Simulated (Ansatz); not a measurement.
Working through a run that restarts from a saved state of Ba, space group P6/mmm

Program: Ansatz's Python interface.

The cells in order, each with its output:

```python
import ansatz as az
import numpy as np
```

```python
vectors = np.array([
    [4.311614, 0.0, 0.0],
    [-2.155807, 3.733967, 0.0],
    [0.0, 0.0, 3.913413],
])
ba = az.Lattice.of(vectors).atom("Ba", (0.0, 0.0, 0.0))
```

```python
ba.resolved().tree()["lattice"]
```

    ((4.311614, 0.0, 0.0), (-2.155807, 3.733967, 0.0), (0.0, 0.0, 3.913413))

```python
calc = (
    ba.calculation()
    .functional(az.Functional.PBESOL)
    .occupations("Marzari-Vanderbilt", width=0.1)
)
coarse = calc.kpoints(*(3, 3, 3)).checkpoint(write="ba.run").run().report
warm = calc.kpoints(*(6, 6, 6)).checkpoint(read="ba.run").run().report
cold = calc.kpoints(*(6, 6, 6)).run().report
for label, report in (("coarse", coarse), ("fine, from the saved density", warm), ("fine, fresh start", cold)):
    print(f"{label:30s} F = {report['free_energy_ev']:.5f} eV  iterations {report['n_iterations']}")
```

    DeckWarning: basis.ecutwfc = 420 eV, auto-derived from the records' recommended cutoffs: set by Ba (normal level)
    coarse                         F = -5862.33950 eV  iterations 6
    fine, from the saved density   F = -5862.43132 eV  iterations 5
    fine, fresh start              F = -5862.43132 eV  iterations 5

Notes:
- Absolute energies stand on the zero of these potentials, so only differences at equal settings mean something. A total without «per atom» is that of the cell as typed.
- The mesh is modest for a metal, so energies can be off by several to tens of meV an atom and pressures by half a GPa or more; differences at equal mesh fare better.
- This isn't the structure that Ba takes at ambient conditions.
- Warnings are shown shortened and without file and line.
- The whole script took 2.9 s on 1 thread of AMD EPYC 7R43 64-Core Processor (Zen 3), on a shared host, peak memory 0.38 GiB.
